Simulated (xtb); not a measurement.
# GFN2-xTB (hydrogen mass 1 u, md dump 20 fs, md temperature 300 K, md time 0.2 ps) run of C2H4NSeSi− (SMILES N#CC([SiH3])[Se-])

Wanted: molecular dynamics of C2H4NSeSi−. 

The results are computed with xtb 6.7.1 later snapshot.

3 further runs of the same task are left out: 2 that didn't finish, 1 set aside as unsound or not needed.

## Step 1: The structure to begin with

The species is C2H4NSeSi− (9 atoms), meant as a singlet with charge -1. SMILES: `N#CC([SiH3])[Se-]`. Geometry: optimised at GFN2-xTB. The run starts from this shape.

Bond lengths: N1–C2 1.150 Å, C2–C3 1.411 Å, C3–Si4 1.898 Å, C3–Se5 2.002 Å, C3–H6 1.093 Å, Si4–H7 1.457 Å, Si4–H8 1.479 Å, Si4–H9 1.460 Å. Some angles: N1–C2–C3 178.0°, C2–C3–Si4 112.0°, C2–C3–Se5 111.3°, Si4–C3–Se5 104.7°, C2–C3–H6 110.1°, Si4–C3–H6 112.3°, Se5–C3–H6 106.2°, C3–Si4–H7 110.7°, C3–Si4–H8 108.8°, C3–Si4–H9 108.7°.

## Step 2: A short trajectory at GFN2-xTB (hydrogen mass 1 u, md dump 20 fs, md temperature 300 K, md time 0.2 ps)

Contents of input.inp:

```
$md
   temp=300
   time=0.2
   step=0.1
   dump=20
   hmass=1
   shake=0
   nvt=false
$end
```

Contents of start.xyz:

```xyz
9

N      2.67373100    -0.48767100    -0.11439200
C      1.65334600     0.03992700    -0.17166100
C      0.38193100     0.65086400    -0.21306200
Si    -0.98324500    -0.50567800     0.42067000
Se    -0.15458100     1.08818400    -2.09168600
H      0.40479000     1.60070800     0.32635100
H     -1.04867900    -1.71680900    -0.38727500
H     -0.67609300    -0.88753000     1.81608000
H     -2.25121000     0.21800600     0.41498500
```

Command:

```bash
$ xtb --gfn 2 -c -1 --md --input input.inp -- start.xyz > out.txt 2> xtb.err
```

**Question.** What will come out? Wanted: potential energy of the last frame.

Computed results:

Level: GFN2-xTB (hydrogen mass 1 u, md dump 20 fs, md temperature 300 K, md time 0.2 ps).

| quantity | value |
| --- | --- |
| potential energy of the last frame | -14.31939 Eh |
